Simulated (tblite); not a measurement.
# C4H11BrO2Si2: the cost of one run

Programs: tblite 0.8.0 and PySCF 2.14.0, with density-fitted response routines of our own. Each step states its level of theory. These are calculated values for one molecule in the gas phase, unless marked as measured. Atoms count from 0, in the outputs and in this text.

## (1) The molecule as given

20 atoms, charge 0, multiplicity 1; geometry from: force field or distance geometry start.

Bonds of the start (Å): C0–C1 1.51, C1–O2 1.44, O2–Si3 1.65, Si3–C4 1.95, C4–C5 1.56, C5–Si6 1.93, Si6–Br7 2.21, Si6–O8 1.70, O8–Si3 1.69, C0–H9 1.10, C0–H10 1.09, C0–H11 1.10, C1–H12 1.09, C1–H13 1.09, Si3–H14 1.47, C4–H15 1.09, C4–H16 1.10, C5–H17 1.10, C5–H18 1.10, Si6–H19 1.48.

## (2) Relaxing the molecule with GFN2-xTB

What the job is given:

```
{"job": {"kind": "relax", "xc": "GFN2-xTB", "basis": "xTB"}, "charge": 0, "multiplicity": 1}
C     -3.422600     1.003300     0.420400
C     -2.296100     0.565700    -0.487300
O     -1.317200    -0.112500     0.329300
Si     0.023700    -0.724200    -0.415500
C      1.396000    -1.280000     0.852200
C      2.772000    -0.919000     0.218000
Si     2.530900     0.635500    -0.906200
Br     2.862500     2.464600     0.293000
O      0.873400     0.481700    -1.247700
H     -4.204500     1.527500    -0.149900
H     -3.066800     1.671700     1.206300
H     -3.891000     0.141700     0.922300
H     -2.687300    -0.110700    -1.240600
H     -1.842200     1.441000    -0.960300
H     -0.317400    -1.819800    -1.339300
H      1.323000    -2.343500     1.090300
H      1.248000    -0.703500     1.771400
H      3.113000    -1.743600    -0.424700
H      3.535000    -0.749300     0.997300
H      3.362500     0.584000    -2.125500
```

Launch:

```bash
$ OMP_NUM_THREADS=1 python probes_run.py task.json out
```

This one command runs all jobs of the session in turn.

Q: Estimate the wall time and peak memory of this first job on 1 thread of Intel Xeon at 2.50GHz, shared host.

About 3.1 s, with a peak of 0.18 GiB.
